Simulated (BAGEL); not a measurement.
# C2HBCl2 (BCl2(CCH)): HF/3-21G (density fitting with qzvpp-jkfit)

Aim: the vertical ionisation energy of C2HBCl2 (BCl2(CCH)) at HF/3-21G (density fitting with qzvpp-jkfit), from 2 runs. 

The calculation is run with BAGEL 1.2.2.

2 further runs of the same task are left out: 2 set aside as unsound or not needed.

**1. Starting point**

The species is C2HBCl2 (6 atoms), meant as a singlet with charge 0. SMILES: `C#CB(Cl)Cl`. The coordinates come from a GFN2-xTB relaxation.

Bond lengths: B1–Cl2 1.719 Å, B1–Cl3 1.721 Å, B1–C4 1.510 Å, C4–C5 1.205 Å, C5–H6 1.052 Å. Angles: Cl2–B1–Cl3 119.8°, Cl2–B1–C4 120.1°, Cl3–B1–C4 120.1°, B1–C4–C5 179.8°, C4–C5–H6 179.6°.

**2. The energy at HF/3-21G (density fitting with qzvpp-jkfit)**

The input, hf.json:

```json
{ "bagel" : [

{
  "title" : "molecule",
  "basis" : "3-21g",
  "df_basis" : "qzvpp-jkfit",
  "angstrom" : "true",
  "geometry" : [
    { "atom" : "B", "xyz" : [    0.523340,    0.903900,    0.004700 ] },
    { "atom" : "Cl", "xyz" : [    2.241910,    0.906120,    0.056480 ] },
    { "atom" : "Cl", "xyz" : [   -0.333400,    2.396080,   -0.039790 ] },
    { "atom" : "C", "xyz" : [   -0.233300,   -0.403220,   -0.002570 ] },
    { "atom" : "C", "xyz" : [   -0.833730,   -1.447470,   -0.006960 ] },
    { "atom" : "H", "xyz" : [   -1.364810,   -2.355420,   -0.011860 ] }
  ]
},
{
  "title" : "hf"
},
{
  "title" : "print",
  "file" : "orbitals.molden",
  "orbitals" : "true"
}

]}
```

Command:

```bash
$ BAGEL_NUM_THREADS=1 BAGEL hf.json > hf.out
```

The program printed:

```text
* using 1 threads per process

  ===============================================================
  ===============================================================

  *** Geometry ***

  { "atom" : "B", "xyz" : [      0.988969,      1.708123,      0.008882 ] },
  { "atom" : "Cl", "xyz" : [      4.236596,      1.712319,      0.106732 ] },
  { "atom" : "Cl", "xyz" : [     -0.630035,      4.527935,     -0.075192 ] },
  { "atom" : "C", "xyz" : [     -0.440873,     -0.761975,     -0.004857 ] },
  { "atom" : "C", "xyz" : [     -1.575521,     -2.735322,     -0.013152 ] },
  { "atom" : "H", "xyz" : [     -2.579117,     -4.451099,     -0.022412 ] },

  Number of auxiliary basis functions:      499

  Since a DF basis is specified, we compute 2- and 3-index integrals:
    o Being stored without compression. Storage requirement is 0.012 GB

  Number of basis functions:       55
  Number of electrons      :       52

    * METHOD: MOLECULE                             0.16

  *** RHF ***

  === Nuclear Repulsion ===
   211.0698193171

      * DIIS with orbital gradients will be used.

  === RHF iteration (3-21g) ===
      0      -1014.96905151          0.01435915           0.04
      1      -1015.04377267          0.00536219           0.04
      2      -1015.05267675          0.00173149           0.04
      3      -1015.05352885          0.00093048           0.04
      4      -1015.05373592          0.00011968           0.04
      5      -1015.05374963          0.00006675           0.04
      6      -1015.05375510          0.00003131           0.04
      7      -1015.05375637          0.00001000           0.04
      8      -1015.05375650          0.00000261           0.04
      9      -1015.05375650          0.00000098           0.04
     10      -1015.05375650          0.00000044           0.04
     11      -1015.05375650          0.00000016           0.04
     12      -1015.05375650          0.00000003           0.04
     13      -1015.05375650          0.00000001           0.04
     14      -1015.05375650          0.00000001           0.04
    * SCF iteration converged.

    * Permanent dipole moment:
           (    0.529590,     0.919067,     0.004123) a.u.

    * METHOD: HF                                   0.76

    * METHOD: PRINT                                0.01

  ===============================================================
```

Wall time 1.1 s (1 thread of Arm Neoverse V2, shared host).

**3. The doublet cation, same level**

The input, input.json:

```json
{ "bagel": [

{
  "title": "molecule",
  "basis": "3-21g",
  "df_basis": "qzvpp-jkfit",
  "angstrom": true,
  "geometry": [
    { "atom": "B", "xyz": [    0.523340,    0.903900,    0.004700 ] },
    { "atom": "Cl", "xyz": [    2.241910,    0.906120,    0.056480 ] },
    { "atom": "Cl", "xyz": [   -0.333400,    2.396080,   -0.039790 ] },
    { "atom": "C", "xyz": [   -0.233300,   -0.403220,   -0.002570 ] },
    { "atom": "C", "xyz": [   -0.833730,   -1.447470,   -0.006960 ] },
    { "atom": "H", "xyz": [   -1.364810,   -2.355420,   -0.011860 ] }
  ]
},
{
  "title": "uhf",
  "charge": 1,
  "nopen": 1
},
{
  "title": "print",
  "file": "orbitals.molden",
  "orbitals": true
}

]}
```

Command:

```bash
$ BAGEL_NUM_THREADS=1 BAGEL input.json > input.out
```

The program printed:

```text
* using 1 threads per process

  ===============================================================
  ===============================================================

  *** Geometry ***

  { "atom" : "B", "xyz" : [      0.988969,      1.708123,      0.008882 ] },
  { "atom" : "Cl", "xyz" : [      4.236596,      1.712319,      0.106732 ] },
  { "atom" : "Cl", "xyz" : [     -0.630035,      4.527935,     -0.075192 ] },
  { "atom" : "C", "xyz" : [     -0.440873,     -0.761975,     -0.004857 ] },
  { "atom" : "C", "xyz" : [     -1.575521,     -2.735322,     -0.013152 ] },
  { "atom" : "H", "xyz" : [     -2.579117,     -4.451099,     -0.022412 ] },

  Number of auxiliary basis functions:      499

  Since a DF basis is specified, we compute 2- and 3-index integrals:
    o Being stored without compression. Storage requirement is 0.012 GB

  Number of basis functions:       55
  Number of electrons      :       52

    * METHOD: MOLECULE                             0.16

  *** Open-shell HF ***

  === Nuclear Repulsion ===
   211.0698193171

      * DIIS with orbital gradients will be used.

  === UHF iteration (3-21g) ===
      0      -1014.55719924          0.02969265           0.09
      1      -1014.65122298          0.01290782           0.08
      2      -1014.66546317          0.00689664           0.08
      3      -1014.67018964          0.00146114           0.08
      4      -1014.67089450          0.00079603           0.08
      5      -1014.67115131          0.00029619           0.08
      6      -1014.67124788          0.00009099           0.09
      7      -1014.67126268          0.00005734           0.09
      8      -1014.67127422          0.00004267           0.09
      9      -1014.67129198          0.00002421           0.09
     10      -1014.67130703          0.00000975           0.09
     11      -1014.67131193          0.00000633           0.09
     12      -1014.67131595          0.00000297           0.09
     13      -1014.67131871          0.00000212           0.08
     14      -1014.67132039          0.00000139           0.08
     15      -1014.67132135          0.00000102           0.08
     16      -1014.67132156          0.00000040           0.09
     17      -1014.67132155          0.00000018           0.08
     18      -1014.67132156          0.00000008           0.09
     19      -1014.67132156          0.00000002           0.08
     20      -1014.67132156          0.00000001           0.08
    * SCF iteration converged.

    * S^2 (UHF) is 0.7593

    * Permanent dipole moment:
           (    1.959886,     3.397353,     0.016781) a.u.

    * METHOD: UHF                                  1.89

    * METHOD: PRINT                                0.01

  ===============================================================
```

It took 2.2 s on 1 thread of Arm Neoverse V2, shared host.

**4. What came out**

Level: HF/3-21G (density fitting with qzvpp-jkfit).

```
                                          quantity           value
                     singlet C2HBCl2: total energy  -1015.05376 Eh
                    singlet C2HBCl2: dipole moment          2.70 D
                      singlet C2HBCl2: HOMO energy       -11.70 eV
                      singlet C2HBCl2: LUMO energy         1.22 eV
                    singlet C2HBCl2: HOMO–LUMO gap        12.92 eV
                      doublet cation: total energy  -1014.67132 Eh
                              doublet cation: ⟨S²⟩           0.759
vertical ionisation energy (to the doublet cation)       10.407 eV
```

In words: The vertical ionisation energy comes to 10.41 eV (1004 kJ/mol). The negative HOMO energy of the first species, 11.70 eV, lies 1.29 eV above that difference.
